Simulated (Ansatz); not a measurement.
# CH3ClZn: the cost of one run

Method: RHF/def2-SVP, in Ansatz 0.2.0.

## Step 1: The starting structure

Bond lengths: Zn1–Cl2 2.240 Å, Zn1–C3 1.980 Å, C3–H4 1.110 Å, C3–H5 1.110 Å, C3–H6 1.110 Å. Angles: Cl2–Zn1–C3 180.0°, Zn1–C3–H4 109.5°, Zn1–C3–H5 109.5°, Zn1–C3–H6 109.5°, H4–C3–H5 109.4°, H4–C3–H6 109.4°, H5–C3–H6 109.4°.

As a file:

```xyz
6

Zn    0.0000    0.0000    0.0000
Cl    0.0000    0.0000    2.2400
C     0.0000    0.0000   -1.9800
H     0.2799   -1.0082   -2.3505
H    -1.0131    0.2617   -2.3505
H     0.7332    0.7465   -2.3505
```

## Step 2: Preparing the start

input.yaml reads:

```yaml
crystal:
  periodic: [false, false, false]
  atoms:
    - { symbol: Zn, position_ang: [0.0, 0.0, 0.0] }
    - { symbol: Cl, position_ang: [0.0, 0.0, 2.24] }
    - { symbol: C, position_ang: [0.0, 0.0, -1.98] }
    - { symbol: H, position_ang: [0.2799, -1.0082, -2.3505] }
    - { symbol: H, position_ang: [-1.0131, 0.2617, -2.3505] }
    - { symbol: H, position_ang: [0.7332, 0.7465, -2.3505] }
basis:
  gaussian: { orbitals: def2-SVP }
hamiltonian:
  xc: hf
relax:
  f_tol: 0.02
  max_steps: 40
```

Launch:

```console
ansatz run input.yaml --threads 1 --pin off --max-ram 2048MiB --backend cpu --events-out ev --progress --plain --runs-dir out
```

**Question.** How long does this run take on 1 thread of Arm Neoverse V2, shared host, and how much memory does it need?

About 5.5 s, with a peak of 0.14 GiB.
